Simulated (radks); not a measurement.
# K⁴⁺ in [Ne] 3s2 3p3: an all-electron calculation

One table from this session's results is given with a row withheld; the runs are named, their logs left out.

Program: radks (a radial shooting solver on a logarithmic mesh, Libxc functionals) version 1. Level of theory: non-relativistic Kohn-Sham, revTPSS, spin-polarised, spherical densities, point nucleus; open shells are filled with parallel spins first. These are calculated values, not measurements, unless marked.

## The system

| Property | Result |
| --- | --- |
| element | potassium (Z = 19) |
| charge | +4 |
| electrons | 15 |
| configuration | [Ne] 3s2 3p3 |

The outer shells:

K⁴⁺
```
[Ne] core
3s [↑↓]
3p [↑ ][↑ ][↑ ]
```

The first run:

Settings of this run:

```text
Z 19
configuration [Ne] 3s2 3p3
relativity non-relativistic
functional revtpss,revtpss
spin polarised
nucleus point
```

On the command line:

```sh
python run_ks.py task.json out
```

All runs below come from this command, one after another.

Steps of the session up to this table: Self-consistent calculation.

One of the session's tables, all rows but one given; the rest of the session is left out.

It belongs to the step «Radial structure». Sizes of the orbitals, from the radial functions (bohr):

```
  level      <r>  outermost maximum (interpolated)  90 % within  nodes
  1s up  0.08145                            0.0535        0.145      0
1s down  0.08144                            0.0535        0.145      0
  2s up   0.3883                             0.319        0.605      1
2s down   0.3880                             0.319        0.604      1
  2p up   0.3503                             0.263        0.578      0
2p down   0.3501                             0.263        0.577      0
  3s up    1.171                              1.04         1.72      2
3s down    1.184                              1.04         1.75      2
  3p up    1.236                              1.08         1.86      1
3p down        ?                                 ?            ?      ?
```

Q: Estimate the row for 3p down from the others.

The run gave: <r>: 1.261; outermost maximum (interpolated): 1.09; 90 % within: 1.91; nodes: 1. In the column «<r>» it is the highest.

To keep in mind: Open shells are spherical and high-spin; term and fine-structure splittings are not resolved.
